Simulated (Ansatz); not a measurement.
# ClZr: the cost of one run

The runs use Ansatz 0.2.0, Gaussian basis; def2-QZVPP, core rule «outside noble gas», up to 9 orbitals frozen.

The runs, in order: UHF; ROHF; CCSD(T) on UHF.

2 further runs of the same task are left out: 2 set aside as unsound or not needed.

## (1) The system

The geometry is a PBE0/def2-TZVP stationary point (not a proven minimum) of the parent state, kept for this charge and spin. No spin-orbit coupling is included. Elements past krypton take def2 core potentials.

2 atoms, charge 1, spin multiplicity 3.

Atoms are counted from 1 here; the program's logs count them from 0.

Bond lengths: Zr1–Cl2 2.304 Å.

## (2) UHF

The input, in.yaml:

```yaml
crystal:
  periodic: [false, false, false]
  atoms:
    - {symbol: Zr, position_ang: [0.000000, 0.000000, 0.000000]}
    - {symbol: Cl, position_ang: [0.000000, 0.000000, 2.304496]}
basis:
  gaussian: {orbitals: "def2-QZVPP.json"}
total_charge: 1
magnetization: {spin_polarized: true, initial_magnetization: 2}
hamiltonian: {xc: hf}
output: {orbitals: {seedname: orbitals}}
```

The run is started by

```sh
> ansatz run in.yaml --threads 1 --pin off --events-out ev --progress --plain --max-ram 3968MiB --backend cpu
```

What time and memory should one allow on 1 thread of AMD EPYC 7R13, shared host?

About 23 s, with a peak of 0.4 GiB.
